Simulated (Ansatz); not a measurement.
**BrFH₃Si₂ radical: how energies converge with the basis set**

An exercise on one series of results from a longer session: the logs are not shown, and one member is left open.

Program: Ansatz 0.2.0, Gaussian basis. Level of theory: one geometry, several basis sets. These are calculated values, not measurements.

Plan: PBE0-D4/def2-SVP; ωB97M-V/def2-SVP; PBE0-D4/def2-QZVPP; ωB97M-V/def2-QZVPP; the functionals' def2-TZVPP values are taken from earlier runs.

### Structure used throughout

The geometry comes from an earlier relaxation with PBE0-D4 in a triple-zeta def2 set; it is a stationary point, not always the lowest conformer.

7 atoms, charge 0, spin multiplicity 2.

Atoms are counted from 1 here; the program's logs count them from 0.

Bond lengths: F1–Si2 1.604 Å, Si2–Si3 2.359 Å, Si2–Br4 2.226 Å, Si3–H5 1.484 Å, Si3–H6 1.485 Å, Si3–H7 1.487 Å. Angles: F1–Si2–Si3 109.7°, F1–Si2–Br4 107.2°, Si3–Si2–Br4 108.8°, Si2–Si3–H5 106.6°, Si2–Si3–H6 108.5°, Si2–Si3–H7 111.1°, H5–Si3–H6 110.0°, H5–Si3–H7 110.4°, H6–Si3–H7 110.2°.

Set-up of the first run:

Contents of in.yaml:

```yaml
crystal:
  periodic: [false, false, false]
  atoms:
    - {symbol: F, position_ang: [-0.117538, -2.215050, 0.950986]}
    - {symbol: Si, position_ang: [-0.941179, -0.952283, 0.403103]}
    - {symbol: Si, position_ang: [0.521081, 0.870769, 0.084370]}
    - {symbol: Br, position_ang: [-1.803280, -1.530601, -1.565505]}
    - {symbol: H, position_ang: [-0.302340, 1.986047, -0.445842]}
    - {symbol: H, position_ang: [1.099110, 1.247287, 1.399593]}
    - {symbol: H, position_ang: [1.605345, 0.525830, -0.872406]}
basis:
  gaussian: {orbitals: def2-SVP}
magnetization: {spin_polarized: true, initial_magnetization: 1}
hamiltonian: {xc: pbe0, dispersion: d4}
output: {orbitals: {seedname: orbitals}}
```

The run is started by

```sh
$ ansatz run in.yaml --threads 4 --pin off --events-out ev --progress --plain --max-ram 10444MiB
```

Steps of the session up to this table: PBE0-D4 in def2-SVP; ωB97M-V in def2-SVP; PBE0-D4 in def2-QZVPP; ωB97M-V in def2-QZVPP.

One of the session's tables, all rows but one given; the rest of the session is left out.

It belongs to the step «Density functionals: the series». 

```
functional       basis  HOMO (eV)  LUMO (eV)
   PBE0-D4    def2-SVP      -6.33      -3.04
   PBE0-D4  def2-TZVPP      -6.38      -3.02
   PBE0-D4  def2-QZVPP      -6.40      -3.05
   ωB97M-V    def2-SVP          ?          ?
   ωB97M-V  def2-TZVPP      -8.08      -1.42
   ωB97M-V  def2-QZVPP      -8.11      -1.48
```

Estimate the missing values for ωB97M-V, def2-SVP.

The run gave: HOMO (eV): -8.01; LUMO (eV): -1.37. In the column «HOMO (eV)» it lies between ωB97M-V, def2-TZVPP (-8.08) and PBE0-D4, def2-QZVPP (-6.40).
